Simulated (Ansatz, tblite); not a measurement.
# As(iPr)3 (C9H21As): one state, many levels

The task here is to estimate one member of a computed series from the others.

Program: Ansatz 0.2.0, Gaussian basis. Level of theory: as each input shows. These are calculated values, not measurements.

Levels to be run: GFN1-xTB, GFN2-xTB, PBE-D4/def2-TZVP, r2SCAN-D4/def2-TZVP, HF/def2-TZVP, revPBE-D4/def2-TZVP, PBE-D4/def2-SVP, PBE0-D4/def2-SVP, HF/STO-3G, HF/6-31G, B3LYP-D4/6-31G, MP2/def2-SVP.

2 further runs of the same task are left out: 2 set aside as unsound or not needed.

## The relaxed structure

The geometry is that of the singlet, from an earlier relaxation (PBE-D4/def2-SVP).

31 atoms, charge 0, spin multiplicity 1.

Bond lengths: As1–C2 2.033 Å, As1–C12 2.033 Å, As1–C22 2.033 Å, C2–C3 1.533 Å, C2–C4 1.530 Å, C2–H5 1.112 Å, C3–H6 1.107 Å, C3–H7 1.110 Å, C3–H8 1.112 Å, C4–H9 1.112 Å, C4–H10 1.107 Å, C4–H11 1.111 Å, C12–C13 1.533 Å, C12–C14 1.530 Å, C12–H15 1.112 Å, C13–H16 1.107 Å, C13–H17 1.110 Å, C13–H18 1.112 Å and more. Angles: C2–As1–C12 98.8°, C2–As1–C22 98.8°, C12–As1–C22 98.7°, As1–C2–C3 108.3°, As1–C2–C4 113.6°, As1–C2–H5 106.0°, C3–C2–C4 110.4°, C3–C2–H5 109.7°, C4–C2–H5 108.6°, C2–C3–H6 112.9°, C2–C3–H7 110.7°, C2–C3–H8 110.8°, H6–C3–H7 107.2°, H6–C3–H8 107.5°, H7–C3–H8 107.4°, C2–C4–H9 110.0°, C2–C4–H10 113.0°, C2–C4–H11 111.7° and more.

PBE0-D4/def2-TZVP was run before; its log isn't repeated, and its numbers join the tables.

Set-up of the first run:

Tight binding, by tblite at 300 K electronic temperature and without a spin-polarisation term:

```python
tblite.interface.Calculator('GFN1-xTB', numbers, positions, charge=0, uhf=0).singlepoint()
```

Tight binding, by tblite at 300 K electronic temperature and without a spin-polarisation term:

```python
tblite.interface.Calculator('GFN2-xTB', numbers, positions, charge=0, uhf=0).singlepoint()
```

start.molden holds the orbitals of an earlier run on this state, given as this run's starting guess.

Contents of in.yaml:

```yaml
crystal:
  periodic: [false, false, false]
  atoms:
    - {symbol: As, position_ang: [0.026824, -0.004062, 0.773800]}
    - {symbol: C, position_ang: [1.772894, 0.060373, -0.265355]}
    - {symbol: C, position_ang: [2.802372, -0.807467, 0.467447]}
    - {symbol: C, position_ang: [2.315480, 1.476633, -0.465053]}
    - {symbol: H, position_ang: [1.553232, -0.379386, -1.263145]}
    - {symbol: H, position_ang: [2.454935, -1.846339, 0.627601]}
    - {symbol: H, position_ang: [3.035141, -0.381024, 1.466032]}
    - {symbol: H, position_ang: [3.755204, -0.857655, -0.103612]}
    - {symbol: H, position_ang: [3.290430, 1.438377, -0.998315]}
    - {symbol: H, position_ang: [1.640972, 2.117904, -1.065217]}
    - {symbol: H, position_ang: [2.500230, 1.985567, 0.504989]}
    - {symbol: C, position_ang: [-0.948229, 1.514236, -0.163039]}
    - {symbol: C, position_ang: [-0.678078, 2.811311, 0.608043]}
    - {symbol: C, position_ang: [-2.453803, 1.281301, -0.301724]}
    - {symbol: H, position_ang: [-0.504248, 1.582834, -1.180655]}
    - {symbol: H, position_ang: [0.401433, 3.025782, 0.727341]}
    - {symbol: H, position_ang: [-1.117873, 2.761042, 1.626490]}
    - {symbol: H, position_ang: [-1.136770, 3.681735, 0.089870]}
    - {symbol: H, position_ang: [-2.932373, 2.163303, -0.780662]}
    - {symbol: H, position_ang: [-2.700039, 0.399191, -0.924320]}
    - {symbol: H, position_ang: [-2.941067, 1.149940, 0.687949]}
    - {symbol: C, position_ang: [-0.847689, -1.569219, -0.185384]}
    - {symbol: C, position_ang: [-2.062905, -2.018059, 0.634230]}
    - {symbol: C, position_ang: [0.096653, -2.747931, -0.427838]}
    - {symbol: H, position_ang: [-1.183638, -1.176221, -1.170203]}
    - {symbol: H, position_ang: [-2.779461, -1.196694, 0.828247]}
    - {symbol: H, position_ang: [-1.744980, -2.416757, 1.620727]}
    - {symbol: H, position_ang: [-2.616090, -2.827936, 0.110196]}
    - {symbol: H, position_ang: [-0.453988, -3.581511, -0.915995]}
    - {symbol: H, position_ang: [0.949136, -2.491155, -1.086460]}
    - {symbol: H, position_ang: [0.506286, -3.148141, 0.524044]}
basis:
  gaussian: {orbitals: def2-TZVP, initial_orbitals: start.molden}
hamiltonian: {xc: pbe, dispersion: d4}
scf: {omitted_lower_state_checks: [starts]}
output: {forces: true, orbitals: {seedname: orbitals}}
```

On the command line:

```sh
$ ansatz run in.yaml --threads 6 --pin off --events-out ev --progress --plain --max-ram 7833MiB
```

Steps of the session up to this table: PBE-D4/def2-TZVP; r2SCAN-D4/def2-TZVP; HF/def2-TZVP; revPBE-D4/def2-TZVP; PBE-D4/def2-SVP; PBE0-D4/def2-SVP; HF/STO-3G; HF/6-31G; B3LYP-D4/6-31G; MP2/def2-SVP.

One table of the session follows, with a row left open; its other results are not shown here.

It belongs to the step «Binding energy». 

```
              level  binding an atom (eV)
          HF/STO-3G                 3.834
           HF/6-31G                 2.899
        HF/def2-SVP                 3.054
       HF/def2-TZVP                 2.999
    PBE-D4/def2-SVP                 4.121
   PBE-D4/def2-TZVP                 4.087
revPBE-D4/def2-TZVP                 4.009
r2SCAN-D4/def2-TZVP                     ?
     B3LYP-D4/6-31G                 3.987
   PBE0-D4/def2-SVP                 4.079
  PBE0-D4/def2-TZVP                 4.040
       MP2/def2-SVP                 3.875
```

Q: Estimate the row for r2SCAN-D4/def2-TZVP from the others.

As computed: binding an atom (eV): 4.021. In the column «binding an atom (eV)» it lies between revPBE-D4/def2-TZVP (4.009) and PBE0-D4/def2-TZVP (4.040).

To keep in mind: Free atoms were run apart at each level; binding is atoms less cluster, divided by the number of atoms, without zero-point or spin-orbit terms.
